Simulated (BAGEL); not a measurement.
# BSiH2F2 (SMILES FB(F)[SiH2]): ROHF/def2-SVPD (density fitting with qzvpp-jkfit)

What is the energy change on altering one bond length of BSiH2F2 at ROHF/def2-SVPD (density fitting with qzvpp-jkfit)? 

Program for the calculation: BAGEL 1.2.2.

2 further runs of the same task are left out: 2 that didn't finish.

### Step 1. The structure to begin with

BSiH2F2 has 6 atoms, charge 0, and is taken as a doublet. SMILES: `FB(F)[SiH2]`. The shape is that of a GFN2-xTB optimisation.

Bond lengths: F1–B2 1.338 Å, B2–F3 1.338 Å, B2–Si4 1.901 Å, Si4–H5 1.459 Å, Si4–H6 1.459 Å. Angles: F1–B2–F3 112.7°, F1–B2–Si4 123.7°, F3–B2–Si4 123.6°, B2–Si4–H5 125.0°, B2–Si4–H6 125.1°, H5–Si4–H6 109.9°.

### Step 2. The energy at ROHF/def2-SVPD (density fitting with qzvpp-jkfit)

The input, job.json:

```json
{ "bagel" : [

{
  "title" : "molecule",
  "basis" : "def2-svpd.json",
  "df_basis" : "qzvpp-jkfit",
  "angstrom" : true,
  "geometry" : [
    { "atom" : "F", "xyz" : [    1.138830,   -0.662010,    1.575080 ] },
    { "atom" : "B", "xyz" : [    0.528980,   -0.732460,    0.385910 ] },
    { "atom" : "F", "xyz" : [    0.712660,   -1.911280,   -0.220160 ] },
    { "atom" : "Si", "xyz" : [   -0.490810,    0.686850,   -0.361790 ] },
    { "atom" : "H", "xyz" : [   -1.171950,    0.637840,   -1.650550 ] },
    { "atom" : "H", "xyz" : [   -0.717730,    1.981070,    0.271500 ] }
  ]
},
{ "title" : "rohf", "nopen" : 1 },
{ "title" : "print", "file" : "orbitals.molden", "orbitals" : true }

]}
```

The basis set def2-SVPD is read from a file made from the Basis Set Exchange's data (not shown).

Run with:

```sh
$ BAGEL_NUM_THREADS=1 BAGEL job.json > job.out
```

The program printed:

```text
* using 1 threads per process

  ===============================================================
  ===============================================================

  *** Geometry ***

  { "atom" : "F", "xyz" : [      2.152077,     -1.251018,      2.976470 ] },
  { "atom" : "B", "xyz" : [      0.999627,     -1.384149,      0.729264 ] },
  { "atom" : "F", "xyz" : [      1.346732,     -3.611796,     -0.416042 ] },
  { "atom" : "Si", "xyz" : [     -0.927496,      1.297958,     -0.683684 ] },
  { "atom" : "H", "xyz" : [     -2.214665,      1.205343,     -3.119087 ] },
  { "atom" : "H", "xyz" : [     -1.356313,      3.743680,      0.513061 ] },

  Number of auxiliary basis functions:      393

  Since a DF basis is specified, we compute 2- and 3-index integrals:
    o Being stored without compression. Storage requirement is 0.035 GB

  Number of basis functions:      106
  Number of electrons      :       39

    * METHOD: MOLECULE                             0.14

  *** Open-shell HF ***

  === Nuclear Repulsion ===
   137.9857602518

      * DIIS with orbital gradients will be used.

  === ROHF iteration (def2-svpd.json) ===
      0       -513.07160737          0.04756644           0.09
      1       -513.31401567          0.03501266           0.09
      2       -513.40857391          0.02006564           0.09
      3       -513.46510905          0.00148355           0.09
      4       -513.46576182          0.00044916           0.09
      5       -513.46584731          0.00018762           0.10
      6       -513.46587743          0.00007273           0.09
      7       -513.46588181          0.00001964           0.09
      8       -513.46588207          0.00000447           0.09
      9       -513.46588209          0.00000150           0.09
     10       -513.46588209          0.00000082           0.10
     11       -513.46588210          0.00000048           0.10
     12       -513.46588210          0.00000022           0.09
     13       -513.46588210          0.00000007           0.10
     14       -513.46588210          0.00000003           0.10
     15       -513.46588210          0.00000002           0.10
     16       -513.46588210          0.00000001           0.09
    * SCF iteration converged.

    * S^2 (ROHF) is 0.7500

    * Permanent dipole moment:
           (    0.462858,    -0.644646,     0.338454) a.u.

    * METHOD: ROHF                                 1.73

    * METHOD: PRINT                                0.02

  ===============================================================
```

Run time: 2 s. Hardware: 1 thread of Arm Neoverse V2, shared host; peak memory 0.12 GiB.

### Step 3. The distorted shape, same level

The input, calc.json:

```json
{ "bagel": [

{
  "title": "molecule",
  "basis": "def2-svpd.json",
  "df_basis": "qzvpp-jkfit",
  "angstrom": true,
  "geometry": [
    { "atom": "F", "xyz": [       1.046996,      -0.072637,       1.878096 ] },
    { "atom": "B", "xyz": [       0.437146,      -0.143087,       0.688926 ] },
    { "atom": "F", "xyz": [       0.712660,      -1.911280,      -0.220160 ] },
    { "atom": "Si", "xyz": [      -0.582644,       1.276223,      -0.058774 ] },
    { "atom": "H", "xyz": [      -1.263784,       1.227213,      -1.347534 ] },
    { "atom": "H", "xyz": [      -0.809564,       2.570443,       0.574516 ] }
  ]
},

{ "title": "rohf", "nopen": 1 },

{ "title": "print", "file": "orbitals.molden", "orbitals": true }

]}
```

The basis set def2-SVPD is read from a file made from the Basis Set Exchange's data (not shown).

Run with:

```sh
$ BAGEL_NUM_THREADS=1 BAGEL calc.json > calc.out
```

The program printed:

```text
* using 1 threads per process

  ===============================================================
  ===============================================================

  *** Geometry ***

  { "atom" : "F", "xyz" : [      1.978536,     -0.137264,      3.549087 ] },
  { "atom" : "B", "xyz" : [      0.826086,     -0.270395,      1.301881 ] },
  { "atom" : "F", "xyz" : [      1.346732,     -3.611796,     -0.416042 ] },
  { "atom" : "Si", "xyz" : [     -1.101038,      2.411712,     -0.111067 ] },
  { "atom" : "H", "xyz" : [     -2.388206,      2.319096,     -2.546470 ] },
  { "atom" : "H", "xyz" : [     -1.529854,      4.857433,      1.085678 ] },

  Number of auxiliary basis functions:      393

  Since a DF basis is specified, we compute 2- and 3-index integrals:
    o Being stored without compression. Storage requirement is 0.035 GB

  Number of basis functions:      106
  Number of electrons      :       39

    * METHOD: MOLECULE                             0.14

  *** Open-shell HF ***

  === Nuclear Repulsion ===
   123.8838213213

      * DIIS with orbital gradients will be used.

  === ROHF iteration (def2-svpd.json) ===
      0       -512.83265661          0.05290302           0.09
      1       -512.94692202          0.05576310           0.10
      2       -513.11740245          0.03715098           0.10
      3       -513.33801521          0.00286485           0.10
      4       -513.33989777          0.00109112           0.10
      5       -513.34017793          0.00044396           0.10
      6       -513.34024432          0.00014503           0.09
      7       -513.34025819          0.00005854           0.10
      8       -513.34026046          0.00002100           0.10
      9       -513.34026064          0.00001315           0.10
     10       -513.34026066          0.00000624           0.10
     11       -513.34026069          0.00000271           0.10
     12       -513.34026069          0.00000161           0.10
     13       -513.34026069          0.00000055           0.10
     14       -513.34026069          0.00000015           0.09
     15       -513.34026069          0.00000008           0.09
     16       -513.34026069          0.00000005           0.10
     17       -513.34026069          0.00000002           0.09
     18       -513.34026069          0.00000001           0.10
     19       -513.34026069          0.00000001           0.10
    * SCF iteration converged.

    * S^2 (ROHF) is 0.7500

    * Permanent dipole moment:
           (    0.874437,    -2.251484,    -0.188129) a.u.

    * METHOD: ROHF                                 2.03

    * METHOD: PRINT                                0.02

  ===============================================================
```

It took 2.3 s on 1 thread of Arm Neoverse V2, shared host; peak memory 0.12 GiB.

### Step 4. Results

At ROHF/def2-SVPD (density fitting with qzvpp-jkfit):

| quantity | value |
| --- | --- |
| first shape: total energy | -513.46588 Eh |
| first shape: dipole moment | 2.19 D |
| first shape: ⟨S²⟩ | 0.750 |
| distorted shape: total energy | -513.34026 Eh |
| distorted shape: dipole moment | 6.16 D |
| distorted shape: ⟨S²⟩ | 0.750 |
| energy change with the B2–F3 bond stretched from 1.338 to 2.007 Å | 3.418 eV |

In words: With the B2–F3 bond stretched from 1.338 to 2.007 Å the energy rises by 3.42 eV (330 kJ/mol). The first shape isn't relaxed at this level, so the change isn't measured from a minimum.
